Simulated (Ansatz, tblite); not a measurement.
# The cluster Ru3H3+: rung by rung

How do method and basis change the picture of the cluster Ru3H3+ (singlet)?

Computed with Ansatz 0.2.0, Gaussian basis. Level: as each input shows.

The runs, in order: GFN1-xTB, GFN2-xTB, PBE-D4/def2-TZVP, r2SCAN-D4/def2-TZVP, r2SCANh-D4/def2-TZVP, BLYP-D4/def2-TZVP, HF/def2-TZVP, ωB97M-V/def2-TZVP, ωB97X-V/def2-TZVP, PBE-D4/def2-SVP, PBE0-D4/def2-SVP, CCSD(T)/def2-TZVP, RPA/def2-TZVP.

3 further runs of the same task are left out: 3 set aside as unsound or not needed. Runs told in other sessions of the task aren't counted.

## (1) The geometry

The singlet was relaxed beforehand with PBE0-D4/def2-TZVP. At that level it is the lowest of the isomers that a small search found.

6 atoms, charge 1, spin multiplicity 1.

Bond lengths: Ru1–Ru2 2.226 Å, Ru1–Ru3 2.225 Å, Ru2–Ru3 2.527 Å, Ru2–H5 1.551 Å, Ru2–H6 1.715 Å, Ru3–H4 1.551 Å, Ru3–H6 1.719 Å. Angles: Ru2–Ru1–Ru3 69.2°, Ru1–Ru2–Ru3 55.4°, Ru1–Ru2–H5 83.9°, Ru1–Ru2–H6 98.1°, Ru3–Ru2–H5 88.3°, Ru3–Ru2–H6 42.7°, H5–Ru2–H6 92.9°, Ru1–Ru3–Ru2 55.4°, Ru1–Ru3–H4 84.1°, Ru1–Ru3–H6 97.9°, Ru2–Ru3–H4 88.3°, Ru2–Ru3–H6 42.5°, H4–Ru3–H6 92.8°, Ru2–H6–Ru3 94.8°.

Ru takes a core potential in the def2 sets. No spin-orbit coupling is included. The ion is computed in the gas phase, without counter-ions or solvent.

PBE0-D4/def2-TZVP was run before; its log isn't repeated, and its numbers join the tables.

## (2) GFN1-xTB

Tight binding, by tblite at 300 K electronic temperature and without a spin-polarisation term:

```python
tblite.interface.Calculator('GFN1-xTB', numbers, positions, charge=1, uhf=0).singlepoint()
```

Energy -304.4292 eV, HOMO -17.09 eV, LUMO -16.82 eV; 0.005 s.

## (3) GFN2-xTB

Tight binding, by tblite at 300 K electronic temperature and without a spin-polarisation term:

```python
tblite.interface.Calculator('GFN2-xTB', numbers, positions, charge=1, uhf=0).singlepoint()
```

Energy -281.5422 eV, HOMO -15.81 eV, LUMO -15.72 eV; 0.008 s.

## (4) PBE-D4/def2-TZVP

start.molden holds the orbitals of an earlier run on this state, given as this run's starting guess.

in.yaml

```yaml
crystal:
  periodic: [false, false, false]
  atoms:
    - {symbol: Ru, position_ang: [-1.529822, -0.579949, -0.309975]}
    - {symbol: Ru, position_ang: [0.650012, -0.900098, -0.625623]}
    - {symbol: Ru, position_ang: [-0.343783, 1.016864, 0.688030]}
    - {symbol: H, position_ang: [-0.414444, 0.076220, 1.919517]}
    - {symbol: H, position_ang: [0.416582, -0.074534, -1.918095]}
    - {symbol: H, position_ang: [1.221465, 0.461496, 0.246157]}
basis:
  gaussian: {orbitals: def2-TZVP, initial_orbitals: start.molden}
total_charge: 1
hamiltonian: {xc: pbe, dispersion: d4}
scf: {omitted_lower_state_checks: [starts]}
output: {orbitals: {seedname: orbitals}}
```

Started as:

```bash
> ansatz run in.yaml --threads 4 --pin off --events-out ev --progress --plain --max-ram 3916MiB
```

Further steps of the session: r2SCAN-D4/def2-TZVP; r2SCANh-D4/def2-TZVP; BLYP-D4/def2-TZVP; HF/def2-TZVP; ωB97M-V/def2-TZVP; ωB97X-V/def2-TZVP; PBE-D4/def2-SVP; PBE0-D4/def2-SVP; CCSD(T)/def2-TZVP; RPA/def2-TZVP.

**Question.** What will the summary of the whole plan be? Wanted: gap in def2-TZVP, named functionals and Hartree-Fock, smallest and largest; correlation energy, CCSD(T)/def2-TZVP; PBE0 total energy, smallest basis above largest.

The runs gave:

| quantity | value |
| --- | --- |
| gap in def2-TZVP, named functionals and Hartree-Fock, smallest and largest | 0.18 eV (PBE-D4), 9.29 eV (HF) |
| correlation energy, CCSD(T)/def2-TZVP | -43.97 eV |
| PBE0 total energy, smallest basis above largest | 2.19 eV (def2-SVP, def2-TZVP) |

In words: Orbital gaps of the named functionals and Hartree-Fock in def2-TZVP span 0.18 eV (PBE-D4) to 9.29 eV (HF); exact exchange widens it. Notes on CCSD(T)/def2-TZVP and its Hartree-Fock reference, which MP2 shares: large T1 diagnostic, restricted state is unstable towards broken spin symmetry, state flagged by the program.
